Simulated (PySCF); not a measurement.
# ReH₂: sextet, from a bent start

The task is one start of a wider search on ReH₂: the sextet, from a bent start. It is relaxed, tested by its Hessian and followed downhill if it is a saddle.

Computed with PySCF 2.14.0. Level: PBE0, basis Re def2-TZVP with ECP60, H def2-TZVP, scalar-relativistic core potentials, no spin–orbit coupling, density fitting.

### 1 Where the work starts

3 atoms, charge 0, spin multiplicity 6.

Bond lengths: Re1–H2 1.630 Å, Re1–H3 1.630 Å. Angles: H2–Re1–H3 110.0°.

```xyz
3
charge 0 multiplicity 6
Re    0.0000    0.0000    0.0000
H     1.3352    0.0000    0.9349
H    -1.3352    0.0000    0.9349
```

### 2 First SCF at the start

One driver script runs all steps and calls PySCF; scf.py shows how it sets up the SCF of each step. The optimiser is the driver's own. After this first run the driver tries any further starts and a stability analysis.

scf.py

```python
from pyscf import gto, scf, dft
mol = gto.M(atom='''
Re     0.000000     0.000000     0.000000
H      1.335200     0.000000     0.934900
H     -1.335200     0.000000     0.934900''',
    basis={'Re': 'def2-TZVP', 'H': 'def2-TZVP'},
    ecp={'Re': 'def2-TZVP'},
    charge=0, spin=5)
mf = dft.UKS(mol, xc='PBE0')
mf.grids.atom_grid = (50, 194)
aux = {'Re': 'def2-universal-JKFIT', 'H': 'def2-universal-JKFIT'}
mf = mf.density_fit(auxbasis=aux)
mf.conv_tol = 1e-08
mf.diis_space = 10
mf.max_cycle = 60
mf.init_guess = 'minao'
mf.verbose = 4
mf.kernel()
```

Run with:

```sh
> OMP_NUM_THREADS=2 python axn.py task.json out
```

The program printed:

```text
init E= -61.2947798582727
[... the frontier-level lines of each cycle are left out ...]
cycle= 1 E= -79.2872864312699  delta_E=  -18  |g|= 0.283  |ddm|= 4.83
cycle= 2 E= -79.2932770686982  delta_E= -0.00599  |g|= 0.262  |ddm|= 0.615
cycle= 3 E= -79.3280635492233  delta_E= -0.0348  |g|= 0.056  |ddm|= 0.292
cycle= 4 E= -79.3299739553782  delta_E= -0.00191  |g|= 0.013  |ddm|= 0.0893
cycle= 5 E= -79.3301569526972  delta_E= -0.000183  |g|= 0.00807  |ddm|= 0.0252
cycle= 6 E= -79.3302272462527  delta_E= -7.03e-05  |g|= 0.00144  |ddm|= 0.018
cycle= 7 E= -79.3302329287216  delta_E= -5.68e-06  |g|= 0.000265  |ddm|= 0.00588
cycle= 8 E= -79.3302330535387  delta_E= -1.25e-07  |g|= 6.96e-05  |ddm|= 0.000956
cycle= 9 E= -79.3302330596362  delta_E= -6.1e-09  |g|= 9.93e-06  |ddm|= 0.000217
Extra cycle  E= -79.3302330597631  delta_E= -1.27e-10  |g|= 8.32e-06  |ddm|= 3.09e-05
converged SCF energy = -79.3302330597631  <S^2> = 8.7721867  2S+1 = 6.007391
```

This step, with its further starts and checks, ran for 9.9 s (2 threads of Intel Xeon at 2.50GHz (Skylake/Cascade Lake), shared host).

Energies from each starting density:

```
                      start  energy (Eh)
    the minimal-basis guess   -79.330233
a thermally smeared density   -79.330233
      a smeared PBE density   -79.330233
```

No lower solution of this spin turned up from the other starts or in the test of internal stability.

### 3 Bent start, sextet: relaxation

The program finds C2v symmetry in the start, which this walk keeps. The walk stops when the largest gradient is under 0.0003 Eh/bohr and the energy has settled too.

scf.py: that of step 2 with these lines changed.

```diff
@@ -3,3 +3,3 @@
-Re     0.000000     0.000000     0.000000
-H      1.335200     0.000000     0.934900
-H     -1.335200     0.000000     0.934900''',
+Re     0.000000     0.000000    -0.009972
+H      1.335200     0.000000     0.924928
+H     -1.335200     0.000000     0.924928''',
@@ -16 +15,0 @@
-mf.init_guess = 'minao'
```

Energy and gradient, step by step:

| step | energy (Eh) | change (kJ/mol) | largest symmetric gradient (Eh/bohr) |
| --- | --- | --- | --- |
| 0 | -79.330233 | 0.00 | 0.03203 |
| 1 | -79.340756 | -27.63 | 0.01698 |
| 2 | -79.349932 | -51.72 | 0.01747 |
| 3 | -79.350752 | -53.87 | 0.01447 |
| 4 | -79.352503 | -58.47 | 0.00123 |
| 5 | -79.352561 | -58.62 | 0.00041 |
| 6 | -79.352563 | -58.63 | 0.00002 |

The walk took 13 s.

Geometry (Å) and forces (eV/Å) at some steps:

```
step 0
Re   0.000   0.000  -0.010   0.000   0.000  -0.606
H    1.335   0.000   0.925   1.647   0.000   0.303
H   -1.335   0.000   0.925  -1.647   0.000   0.303
step 1
Re   0.000   0.000   0.045   0.000   0.000   0.357
H    1.451   0.000   0.897   0.873   0.000  -0.179
H   -1.451   0.000   0.897  -0.873   0.000  -0.179
step 3
Re   0.000   0.000   0.212   0.000   0.000   0.744
H    1.677   0.000   0.814  -0.394   0.000  -0.372
H   -1.677   0.000   0.814   0.394   0.000  -0.372
step 6
Re   0.000   0.000   0.314   0.000   0.000   0.001
H    1.692   0.000   0.763  -0.001   0.000  -0.001
H   -1.692   0.000   0.763   0.001   0.000  -0.001
```

End point (C2v, 6 steps, 58.6 kJ/mol gained): Re–H 1.751 Å (×2); H–Re–H 150.2°.

### 4 Hessian and properties

The point is checked on the finer grid, and tightened if its gradient asks for it. The Hessian and the dipole derivatives come from central differences of analytic gradients, with steps of 0.02 bohr.

scf.py: that of step 3 with these lines changed.

```diff
@@ -3,3 +3,3 @@
-Re     0.000000     0.000000    -0.009972
-H      1.335200     0.000000     0.924928
-H     -1.335200     0.000000     0.924928''',
+Re     0.000000     0.000000    -0.004796
+H      1.692411     0.000000     0.444800
+H     -1.692411     0.000000     0.444800''',
@@ -10 +10 @@
-mf.grids.atom_grid = (50, 194)
+mf.grids.atom_grid = (75, 302)
@@ -13 +13 @@
-mf.conv_tol = 1e-08
+mf.conv_tol = 1e-10
```

This SCF starts from the last density.

Log of the central SCF (cycles and frontier levels):

```text
init E= -79.3525198973254
[... the frontier-level lines of each cycle are left out ...]
cycle= 1 E= -79.3525198973256  delta_E= -1.99e-13  |g|= 7.03e-07  |ddm|= 1.54e-06
Extra cycle  E= -79.3525198973254  delta_E= 1.71e-13  |g|= 7.99e-07  |ddm|= 1.77e-06
converged SCF energy = -79.3525198973254  <S^2> = 8.7671496  2S+1 = 6.0057138
```

The whole step took 27 s.

Geometry: C2v; Re–H 1.751 Å (×2); H–Re–H 150.2°.

Harmonic modes (main isotopes):

```json
{"symmetry": "a1", "ω (cm⁻¹)": "556", "IR (km/mol)": "26.3", "type": "bend"}
{"symmetry": "b2", "ω (cm⁻¹)": "1704", "IR (km/mol)": "582", "type": "stretch"}
{"symmetry": "a1", "ω (cm⁻¹)": "1885", "IR (km/mol)": "29.6", "type": "stretch"}
```

All wavenumbers are real: a minimum.

Properties at this point:

```yaml
Dipole_moment: 0.94 D
Highest_occupied_level: -6.30 eV
Lowest_empty_level: -2.80 eV
Rotational_constants: 41.82, 2.92, 2.729 cm⁻¹
Zero-point_energy: 24.8 kJ/mol
Principal_polarisabilities: 38.1, 39.3, 51.8 bohr³
Atomisation_energy_without_zero-point_energy: 483 kJ/mol
Principal_traceless_quadrupole_moments_about_the_centre_of_mass: -8.95, 3.95, 5.00 D Å
Entropy_at_298.15_K_and_1_bar_electronic_part_spin_only: 245.2 J/(mol K)
Heat_capacity_Cp_at_298.15_K: 38.2 J/(mol K)
Enthalpy_at_298.15_K_above_0_K: 10.41 kJ/mol
Rotational_symmetry_number: 2
Spin_squared_⟨S²⟩: 8.767
```

Populations by atom (charges in e):

```tsv
atom	Mulliken	Löwdin	polar tensor	spin (Mulliken)	Mayer order to Re1
Re1	0.27	0.37	0.61	5.11	–
H2,3	-0.13	-0.19	-0.30	-0.06	0.94
```

Mulliken populations on Re1 (outside its core potential): s 3.01, p 6.50, d 5.22, f 0.01.

### 5 Results

| quantity | value |
| --- | --- |
| minimum | sextet, C2v |
| geometry | Re–H 1.751 Å (×2); H–Re–H 150.2° |
| wavenumbers (cm⁻¹) | 556 (a1), 1704 (b2), 1885 (a1) |
| dipole moment | 0.94 D |
| highest occupied, lowest empty level (either spin) | -6.30, -2.80 eV |
| polar-tensor charge of Re1 | +0.61 e |
| zero-point energy | 24.8 kJ/mol |
| entropy at 298.15 K | 245.2 J/(mol K) |
| atomisation energy (no zero-point energy) | 483 kJ/mol |
| ⟨S²⟩ | 8.767 |

The molecule stays C2v, as typed, and the end point is a minimum. In the infrared the band at 1704 cm⁻¹ (b2, stretch) leads. Most of the spin sits on Re1 (Mulliken spin 5.11, against 5 for the whole molecule). Other starts or spin states, not run here, may lie lower. One determinant may miss the lowest occupation of an open d or f shell. Spin–orbit coupling, left out here, can matter for elements this heavy.

The search up to here took 50 s.
